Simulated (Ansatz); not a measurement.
Geometry optimisation, DFT PBE-D3(BJ), scalar-relativistic, plane waves, PAW (Ansatz).

Input file:

```yaml
crystal:
  lattice:
    - [7.398, 0.0, 0.0]
    - [-3.699, 6.406856, 0.0]
    - [0.0, 0.0, 12.0]
  atoms:
    - { symbol: C, position: [0.0, 0.0, 0.0833333] }
    - { symbol: C, position: [0.2222222, 0.1111111, 0.0833333] }
    - { symbol: C, position: [0.0, 0.3333333, 0.0833333] }
    - { symbol: C, position: [0.2222222, 0.4444444, 0.0833333] }
    - { symbol: C, position: [0.0, 0.6666667, 0.0833333] }
    - { symbol: C, position: [0.2222222, 0.7777778, 0.0833333] }
    - { symbol: C, position: [0.3333333, 0.0, 0.0833333] }
    - { symbol: C, position: [0.5555556, 0.1111111, 0.0833333] }
    - { symbol: C, position: [0.3333333, 0.3333333, 0.0833333] }
    - { symbol: C, position: [0.5555556, 0.4444444, 0.0833333] }
    - { symbol: C, position: [0.3333333, 0.6666667, 0.0833333] }
    - { symbol: C, position: [0.5555556, 0.7777778, 0.0833333] }
    - { symbol: C, position: [0.6666667, 0.0, 0.0833333] }
    - { symbol: C, position: [0.8888889, 0.1111111, 0.0833333] }
    - { symbol: C, position: [0.6666667, 0.3333333, 0.0833333] }
    - { symbol: C, position: [0.8888889, 0.4444444, 0.0833333] }
    - { symbol: C, position: [0.6666667, 0.6666667, 0.0833333] }
    - { symbol: C, position: [0.8888889, 0.7777778, 0.0833333] }
    - { symbol: "N", position: [0.8380757, 0.354025, 0.1975] }
    - { symbol: H, position: [0.7292134, 0.3847779, 0.2291667] }
    - { symbol: H, position: [0.8077481, 0.2150299, 0.2291667] }
    - { symbol: H, position: [0.9772658, 0.4622671, 0.2291667] }
basis:
  ecutwfc: 420.0
kpoints:
  mp_grid: { grid: [2, 2, 1] }
hamiltonian:
  xc: pbe
  dispersion: d3bj
  pseudopotentials: { kind: paw, azcp: { folder: soft_1 } }
scf:
  occupations: { method: gaussian, width: 0.05 }
  lower_state_search: "off"
relax:
  f_tol: 0.03
  max_steps: 60
  adjacent_minimum: "off"
```

Launched with:

```bash
$ ansatz run input.yaml --threads 1 --pin off --max-ram 3072MiB --backend cpu --events-out ev --progress --plain --runs-dir out
```

**Question.** Where does it end, and by what steps?

**Answer.** The forces met the threshold. The force dipped under the threshold on the way, but the program's further checks kept it going. Limits of this set-up: coarse k mesh, slab without dipole correction. After 49 steps the energy has fallen by 6.888 eV; H20 moved furthest, 2.36 Å. The start is strongly strained (largest force component 10 eV/Å), so its close contacts needn't be bonds. Parted: C16–N19 (1.49 → 3.34 Å).

```tsv
step	energy less start (eV)	largest force component (eV/Å)	accepted
0	0.0000	10.442	yes
2	-4.5320	1.828	yes
4	-5.3771	2.081	yes
6	-6.1930	1.637	yes
8	-6.7520	0.336	yes
10	-6.8188	0.901	yes
12	-6.8646	0.084	yes
14	-6.8664	0.377	no
16	-6.8711	0.077	yes
18	-6.8722	0.083	yes
20	-6.8742	0.133	yes
22	-6.8764	0.134	yes
24	-6.8792	0.097	yes
26	-6.8792	0.101	yes
28	-6.8770	0.246	no
30	-6.8410	0.674	no
32	-6.8823	0.114	yes
34	-6.8843	0.123	yes
36	-6.8854	0.132	yes
38	-6.8864	0.030	yes
40	-6.8869	0.087	yes
42	-6.8875	0.014	yes
44	-6.8880	0.049	yes
46	-6.8882	0.027	yes
48	-6.8885	0.021	yes
49	-6.8885	0.021	yes
```

```xyz
22
Lattice="7.3980 0.0000 0.0000 -3.6990 6.4069 0.0000 0.0000 0.0000 12.0000" Properties=species:S:1:pos:R:3
C 0.030 -0.043 0.696
C 1.270 0.672 0.697
C -1.212 2.105 0.691
C 0.031 2.822 0.696
C -2.430 4.242 0.690
C -1.212 4.945 0.695
C 2.488 -0.031 0.697
C 3.730 0.686 0.695
C 1.270 2.106 0.696
C 2.488 2.810 0.693
C 0.030 4.228 0.697
C 1.270 4.943 0.698
C 4.969 -0.030 0.697
C 6.187 0.674 0.695
C 3.729 2.093 0.689
C 4.969 2.808 0.685
C 2.488 4.240 0.695
C 3.729 4.957 0.694
N 4.621 2.686 4.000
H 4.746 2.420 4.979
H 4.109 1.917 3.560
H 5.553 2.670 3.583
```

The run took 5.9 min on 1 thread of Arm Neoverse V2, on a shared host, peak memory 0.65 GiB.
